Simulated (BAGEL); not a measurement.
# B3LYP/6-31G(d) (density fitting with qzvpp-jkfit, spherical functions) run of CH3BF2O (SMILES OCB(F)F)

Aim: the energy change on altering one bond length of CH3BF2O at B3LYP/6-31G* (density fitting with qzvpp-jkfit, spherical functions), from 2 runs. 

The calculation is run with BAGEL 1.2.2.

31 further runs of the same task are left out: 31 set aside as unsound or not needed.

### Step 1. Starting point

CH3BF2O: 8 atoms, total charge 0, spin state singlet. SMILES: `OCB(F)F`. The coordinates come from a GFN2-xTB relaxation. This is one conformer, not always the lowest.

Bond lengths: O1–C2 1.415 Å, C2–B3 1.591 Å, B3–F4 1.319 Å, B3–F5 1.307 Å, O1–H6 0.964 Å, C2–H7 1.102 Å, C2–H8 1.102 Å. Angles: O1–C2–B3 112.6°, C2–B3–F4 120.0°, C2–B3–F5 125.5°, F4–B3–F5 114.5°, O1–C2–H7 110.5°, O1–C2–H8 110.5°, B3–C2–H7 108.6°, B3–C2–H8 108.6°, C2–O1–H6 109.2°, H7–C2–H8 105.8°.

### Step 2. A single-point energy at B3LYP/6-31G(d) (density fitting with qzvpp-jkfit, spherical functions)

Contents of calc.json:

```json
{ "bagel": [

{
  "title": "molecule",
  "basis": "6-31gs.json",
  "df_basis": "qzvpp-jkfit",
  "angstrom": true,
  "geometry": [
    { "atom": "O", "xyz": [   -1.194280,   -0.826910,    0.363320 ] },
    { "atom": "C", "xyz": [   -0.272510,    0.244210,    0.281950 ] },
    { "atom": "B", "xyz": [    0.974390,   -0.093080,   -0.646240 ] },
    { "atom": "F", "xyz": [    1.926320,    0.802610,   -0.822780 ] },
    { "atom": "F", "xyz": [    1.159350,   -1.215560,   -1.289860 ] },
    { "atom": "H", "xyz": [   -1.925690,   -0.571930,    0.936870 ] },
    { "atom": "H", "xyz": [   -0.765780,    1.149030,   -0.107450 ] },
    { "atom": "H", "xyz": [    0.098190,    0.511620,    1.284190 ] }
  ]
},
{
  "title": "ks",
  "xc_func": "b3lyp"
},
{
  "title": "print",
  "file": "orbitals.molden",
  "orbitals": true
}

]}
```

The basis set 6-31G* is read from a file made from the Basis Set Exchange's data (not shown).

The run is started by

```console
BAGEL_NUM_THREADS=1 BAGEL calc.json > calc.out
```

The log of the run:

```text
* using 1 threads per process

  ===============================================================
  ===============================================================

  *** Geometry ***

  { "atom" : "O", "xyz" : [     -2.256862,     -1.562633,      0.686575 ] },
  { "atom" : "C", "xyz" : [     -0.514969,      0.461490,      0.532808 ] },
  { "atom" : "B", "xyz" : [      1.841330,     -0.175896,     -1.221217 ] },
  { "atom" : "F", "xyz" : [      3.640217,      1.516713,     -1.554829 ] },
  { "atom" : "F", "xyz" : [      2.190854,     -2.297075,     -2.437482 ] },
  { "atom" : "H", "xyz" : [     -3.639027,     -1.080791,      1.770428 ] },
  { "atom" : "H", "xyz" : [     -1.447114,      2.171352,     -0.203051 ] },
  { "atom" : "H", "xyz" : [      0.185552,      0.966822,      2.426767 ] },

  Number of auxiliary basis functions:      435

  Since a DF basis is specified, we compute 2- and 3-index integrals:
    o Being stored without compression. Storage requirement is 0.020 GB

  Number of basis functions:       76
  Number of electrons      :       40

    * METHOD: MOLECULE                             0.28

  *** Kohn-Sham DFT ***

    * Removing 14927 points whose weight is below 1.00e-10
    * Grid points: 104321

  === Nuclear Repulsion ===
   166.2669820064

       - DIIS with orbital gradients will be used.

  === KS iteration (b3lyp / 6-31gs.json) ===
      0       -310.74952334          0.13650222           0.41
      1       -252.43385645          0.21967660           0.46
      2       -252.72577842          0.19355462           0.39
      3       -281.09982545          0.26875696           0.41
      4       -336.39290734          0.08381295           0.39
      5       -339.46765684          0.02580534           0.39
      6       -339.69365309          0.01379723           0.39
      7       -339.75147675          0.00653866           0.42
      8       -339.76602164          0.00143710           0.40
      9       -339.76668096          0.00047520           0.41
     10       -339.76675269          0.00012672           0.39
     11       -339.76675831          0.00003022           0.39
     12       -339.76675860          0.00000987           0.46
     13       -339.76675864          0.00000133           0.41
     14       -339.76675864          0.00000079           0.39
     15       -339.76675864          0.00000027           0.43
     16       -339.76675864          0.00000007           0.43
     17       -339.76675864          0.00000003           0.39
     18       -339.76675864          0.00000001           0.39
     19       -339.76675864          0.00000000           0.45
    * SCF iteration converged.

    * Permanent dipole moment:
           (    0.520091,    -0.618874,    -0.612884) a.u.

    * METHOD: KS                                   9.02

    * METHOD: PRINT                                0.02

  ===============================================================
```

It took 9.9 s on 1 thread of Intel Xeon Platinum 8259CL at 2.50GHz (Skylake/Cascade Lake), shared host; peak memory 0.38 GiB.

### Step 3. The distorted shape at the same level

Contents of calc.json:

```json
{ "bagel" : [

{
  "title" : "molecule",
  "basis" : "6-31gs.json",
  "df_basis" : "qzvpp-jkfit",
  "angstrom" : true,
  "geometry" : [
    { "atom" : "O", "xyz" : [      -1.305485,      -0.907129,       0.062661 ] },
    { "atom" : "C", "xyz" : [      -0.383715,       0.163991,      -0.018709 ] },
    { "atom" : "B", "xyz" : [       0.863185,      -0.173299,      -0.946899 ] },
    { "atom" : "F", "xyz" : [       1.815115,       0.722391,      -1.123439 ] },
    { "atom" : "F", "xyz" : [       1.048145,      -1.295779,      -1.590519 ] },
    { "atom" : "H", "xyz" : [      -2.036895,      -0.652149,       0.636211 ] },
    { "atom" : "H", "xyz" : [      -0.876985,       1.068811,      -0.408109 ] },
    { "atom" : "H", "xyz" : [       0.098190,       0.511620,       1.284190 ] }
  ]
},

{ "title" : "ks", "xc_func" : "b3lyp" },

{ "title" : "print", "file" : "orbitals.molden", "orbitals" : true }

]}
```

The basis set 6-31G* is read from a file made from the Basis Set Exchange's data (not shown).

The run is started by

```console
BAGEL_NUM_THREADS=1 BAGEL calc.json > calc.out
```

The log of the run:

```text
* using 1 threads per process

  ===============================================================
  ===============================================================

  *** Geometry ***

  { "atom" : "O", "xyz" : [     -2.467009,     -1.714225,      0.118412 ] },
  { "atom" : "C", "xyz" : [     -0.725116,      0.309898,     -0.035355 ] },
  { "atom" : "B", "xyz" : [      1.631183,     -0.327488,     -1.789380 ] },
  { "atom" : "F", "xyz" : [      3.430070,      1.365121,     -2.122992 ] },
  { "atom" : "F", "xyz" : [      1.980707,     -2.448667,     -3.005645 ] },
  { "atom" : "H", "xyz" : [     -3.849174,     -1.232383,      1.202265 ] },
  { "atom" : "H", "xyz" : [     -1.657261,      2.019760,     -0.771214 ] },
  { "atom" : "H", "xyz" : [      0.185552,      0.966822,      2.426767 ] },

  Number of auxiliary basis functions:      435

  Since a DF basis is specified, we compute 2- and 3-index integrals:
    o Being stored without compression. Storage requirement is 0.020 GB

  Number of basis functions:       76
  Number of electrons      :       40

    * METHOD: MOLECULE                             0.34

  *** Kohn-Sham DFT ***

    * Removing 14519 points whose weight is below 1.00e-10
    * Grid points: 104729

  === Nuclear Repulsion ===
   164.9963165537

       - DIIS with orbital gradients will be used.

  === KS iteration (b3lyp / 6-31gs.json) ===
      0       -310.96049424          0.13614720           0.48
      1       -254.12925339          0.21274037           0.44
      2       -253.54403457          0.19351537           0.39
      3       -289.99078828          0.26756722           0.39
      4       -335.44262902          0.09217791           0.41
      5       -339.26813842          0.03160088           0.39
      6       -339.59428182          0.01943713           0.39
      7       -339.70554585          0.00883928           0.41
      8       -339.73316847          0.00142936           0.43
      9       -339.73382844          0.00049400           0.46
     10       -339.73388490          0.00031961           0.40
     11       -339.73392110          0.00004675           0.39
     12       -339.73392185          0.00001338           0.38
     13       -339.73392191          0.00000428           0.42
     14       -339.73392191          0.00000194           0.39
     15       -339.73392191          0.00000018           0.39
     16       -339.73392191          0.00000006           0.40
     17       -339.73392191          0.00000004           0.39
     18       -339.73392191          0.00000002           0.39
     19       -339.73392191          0.00000000           0.39
    * SCF iteration converged.

    * Permanent dipole moment:
           (    0.625276,    -0.547547,    -0.471254) a.u.

    * METHOD: KS                                   8.92

    * METHOD: PRINT                                0.01

  ===============================================================
```

It took 9.6 s on 1 thread of Intel Xeon Platinum 8259CL at 2.50GHz (Skylake/Cascade Lake), shared host; peak memory 0.38 GiB.

### Step 4. Outcome

Level: B3LYP/6-31G* (density fitting with qzvpp-jkfit, spherical functions).

| quantity | value |
| --- | --- |
| first shape: total energy | -339.76676 Eh |
| first shape: dipole moment | 2.58 D |
| first shape: HOMO energy | -7.47 eV |
| first shape: LUMO energy | 0.55 eV |
| first shape: HOMO–LUMO gap | 8.02 eV |
| distorted shape: total energy | -339.73392 Eh |
| distorted shape: dipole moment | 2.43 D |
| distorted shape: HOMO energy | -7.52 eV |
| distorted shape: LUMO energy | -0.05 eV |
| distorted shape: HOMO–LUMO gap | 7.48 eV |
| energy change with the C2–H8 bond stretched from 1.102 to 1.432 Å | 0.894 eV |

With the C2–H8 bond stretched from 1.102 to 1.432 Å the energy rises by 0.89 eV (86.2 kJ/mol). The first shape isn't relaxed at this level, so the change isn't measured from a minimum.
